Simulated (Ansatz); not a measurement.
# MgTiF4 and its elements: a formation energy from the elements

Computed with the Ansatz DFT code, driven from Python.

Script `formation.py`:
```python
"""Formation energy of MgTiF4 from the elements, after relaxing atoms and volume at fixed cell shape."""

from collections import Counter
import warnings

import ansatz as az
from ase import Atoms
import numpy as np
import pandas as pd

POLARISED = {"MgTiF4"}

GASES = {"F2"}


def ground_state(name, crystal):
    calc = crystal.calculation()
    calc = calc.functional(az.Functional.PBESOL).basis(500)
    calc = calc.kpoints(spacing=0.3)
    calc = calc.occupations("gaussian", width=0.02)
    calc = calc.stress()
    if name in POLARISED:
        calc = calc.spin("collinear")
    if name in GASES:
        return calc.kpoints(1, 1, 1).relax(force_tolerance=0.03, max_steps=40).run(threads=1, backend="cpu")
    calc = calc.relax(force_tolerance=0.03, max_steps=40, fix_cell=["shape"])
    return calc.run(threads=1, backend="cpu")


def counts(outcome):
    return Counter(site.symbol for site in outcome.lattice.sites)

def formation_energy(outcome, mu):
    n = counts(outcome)
    return (outcome.report["energy_sigma0_ev"] - sum(k * mu[element] for element, k in n.items())) / sum(n.values())


def volume_per_atom(outcome):
    return abs(np.linalg.det(outcome.lattice.cell_ang)) / len(outcome.lattice.sites)


def main() -> None:
    warnings.simplefilter("ignore", az.DeckWarning)

    phases = {}
    mgtif4 = (
        az.Lattice.from_parameters(3.603038, 3.603038, 5.113374, alpha=90, beta=90, gamma=90)
        .space_group(123, hermann_mauguin="P4/mmm")
        .atom("Mg", [0.0, 0.0, 0.5])
        .atom("Ti", [0.5, 0.5, 0.0])
        .atom("F", [0.5, 0.0, 0.255209])
        .moments(Ti=0.5)
    )
    phases["MgTiF4"] = mgtif4
    mg = (
        az.Lattice.from_parameters(3.2093, 3.2093, 5.2103, alpha=90, beta=90, gamma=120)
        .space_group(194)
        .atom("Mg", [1 / 3, 2 / 3, 0.25])
    )
    phases["Mg"] = mg
    atoms = Atoms(
        ["Ti", "Ti"],
        scaled_positions=[
            [1 / 3, 2 / 3, 0.25],
            [2 / 3, 1 / 3, 0.75],
        ],
        cell=[
            [2.95, 0.0, 0.0],
            [-1.475, 2.554775, 0.0],
            [0.0, 0.0, 4.68],
        ],
        pbc=True,
    )
    ti = az.Crystal.from_ase(atoms)
    phases["Ti"] = ti
    f2 = (
        az.Lattice.of([9.0, 0.0, 0.0], [0.0, 9.5, 0.0], [0.0, 0.0, 10.0])
        .atom("F", [0.5, 0.5, 0.429])
        .atom("F", [0.5, 0.5, 0.571])
    )
    phases["F2"] = f2

    done = {}
    for name, crystal in phases.items():
        done[name] = ground_state(name, crystal)
        print(f"{name}: {done[name].report['energy_sigma0_ev']:.4f} eV, {len(done[name].lattice.sites)} atoms")

    # chemical potentials of the elements at zero temperature
    references = {"Mg": "Mg", "Ti": "Ti", "F": "F2"}
    mu = {element: done[name].report["energy_sigma0_ev"] / len(done[name].lattice.sites) for element, name in references.items()}

    target = done["MgTiF4"]
    heat = formation_energy(target, mu)
    rows = [(name, len(o.lattice.sites), volume_per_atom(o), formation_energy(o, mu)) for name, o in done.items()]
    print(pd.DataFrame(rows, columns=["phase", "atoms", "V (A^3/atom)", "E_form (eV/atom)"]).round(4).to_string(index=False))
    # gas references are bare DFT energies, without zero-point or fitted corrections


if __name__ == "__main__":
    main()
```

Output of `python formation.py`:
```text
MgTiF4: -7594.8035 eV, 6 atoms
Mg: -3824.1276 eV, 2 atoms
Ti: -4947.7960 eV, 2 atoms
F2: -1595.3025 eV, 2 atoms
 phase  atoms  V (A^3/atom)  E_form (eV/atom)
MgTiF4      6       10.5515           -3.0394
    Mg      2       22.5604            0.0000
    Ti      2       16.7003            0.0000
    F2      2      427.5000            0.0000
```

Absolute energies stand on the zero of these potentials, so only differences at equal settings mean something. The magnetic order follows from the starting moments and needn't be the lowest. For the metals among these phases the mesh is modest: differences between phases can be off by up to 40 meV an atom. The program warned that this SCF threshold is loose for forces or stresses. Atoms and volume are relaxed with the cell's shape held, which in cells of lower than cubic symmetry can hide stresses and shift volumes. The cells come from databases of deposited and of computed structures, and not all need be stable phases. The compound is the structure given, not necessarily its lowest; energies are at zero temperature, with no correction for gases. Magnetic phases start from parallel moments and may not end in their lowest magnetic state. A semilocal functional's error on such energies is often 0.05 to 0.1 eV an atom, and 0.1 to 0.3 eV against gases such as O2 or F2. The script silences the warnings on its input, which a real study should read. It ran for 120 s on 1 thread of Arm Neoverse N1 (shared host), peak memory 0.81 GiB.

(Lines on the test bed's own set-up are left out of the output.)
